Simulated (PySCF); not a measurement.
**[Sm(H2O)4]3+: how tightly the ligands are held**

Aim: take one ligand of each kind off [Sm(H2O)4]3+, with both parts rigid, and scan its distance from the metal. The species was built from a template and needn't be a known compound.

Computed with PySCF 2.14.0. Level: PBE0, Sm lcecp-1-SVP with ECP51, O def2-SVP, H def2-SVP; scalar-relativistic core potentials, no spin–orbit coupling.

1 further run of the same task is left out (for a known fault of the program).

## (1) The system as given

13 atoms, charge 3, spin multiplicity 1.

Bond lengths: Sm1–O2 2.337 Å, Sm1–O5 2.337 Å, Sm1–O8 2.337 Å, Sm1–O11 2.337 Å, O2–H3 0.984 Å, O2–H4 0.984 Å, O5–H6 0.984 Å, O5–H7 0.984 Å, O8–H9 0.984 Å, O8–H10 0.984 Å, O11–H12 0.984 Å, O11–H13 0.984 Å. Angles: O2–Sm1–O5 110.9°, O2–Sm1–O8 106.6°, O2–Sm1–O11 110.9°, O5–Sm1–O8 110.9°, O5–Sm1–O11 106.6°, O8–Sm1–O11 110.9°, Sm1–O2–H3 128.3°, Sm1–O2–H4 128.4°, H3–O2–H4 103.2°, Sm1–O5–H6 128.4°, Sm1–O5–H7 128.3°, H6–O5–H7 103.2°, Sm1–O8–H9 128.4°, Sm1–O8–H10 128.3°, H9–O8–H10 103.2°, Sm1–O11–H12 128.3°, Sm1–O11–H13 128.4°, H12–O11–H13 103.2°.

Coordinates:

```xyz
13
charge 3, multiplicity 1
Sm    0.00000    0.00000    0.00000
O     1.39711    1.35591    1.29350
H     2.19510    1.09578    1.80628
H     1.33648    2.32555    1.44768
O    -1.39711   -1.29350    1.35591
H    -1.33648   -1.44767    2.32555
H    -2.19511   -1.80628    1.09578
O     1.39711   -1.35591   -1.29350
H     1.33648   -2.32555   -1.44768
H     2.19510   -1.09578   -1.80628
O    -1.39711    1.29350   -1.35591
H    -2.19511    1.80628   -1.09578
H    -1.33648    1.44767   -2.32555
```

Formal oxidation states: Sm +3. Each metal's 5 4f electrons lie in its core potential, so multiplicities, spins and levels count the valence alone. An earlier session relaxed this geometry at PBE0, Sm lcecp-1-SVP with ECP51, O def2-SVP, H def2-SVP (singlet, point group S4).

## (2) H2O taken off

The ligand (atoms 2, 3, 4) keeps its formal charge and a closed shell where it can; ligand and rest are solved at the complex's geometry, in vacuum, with the settings of the relaxation.

```tsv
part	charge	state	energy (Eh)
complex	3	singlet	-338.909414
ligand	0	singlet	-76.275529
rest	3	singlet	-262.513060
```

It took 2.3 s on 2 threads of Intel Xeon Platinum 8488C (Sapphire Rapids), shared host.

## (3) Rigid scan of H2O

Atoms 2, 3, 4 move together along the line from atom 1; the distance is to the donor, the donors' midpoint or the ring centre. Each point starts from the density of the one before.

```tsv
distance (Å)	energy from the relaxed point (eV)
2.04	0.605
2.14	0.229
2.24	0.049
2.34	0.000
2.44	0.038
2.54	0.132
```

It took 93 s on 2 threads of Intel Xeon Platinum 8488C (Sapphire Rapids), shared host.

## (4) Summary of results

```
                    quantity      value
              taking off H2O    3.29 eV
stiffness of the H2O contact  8.7 eV/Å²
```

**Reading.** Taking off H2O as a fragment of charge +0 costs 3.29 eV. Near 2.34 Å the H2O contact has a stiffness of about 8.7 eV/Å², and the energy stands 0.13 eV higher at 2.54 Å. No counterpoise correction is made, and the parts aren't relaxed; each of these makes the binding look larger. The bases are small and lack diffuse functions. Spin–orbit coupling is left out.
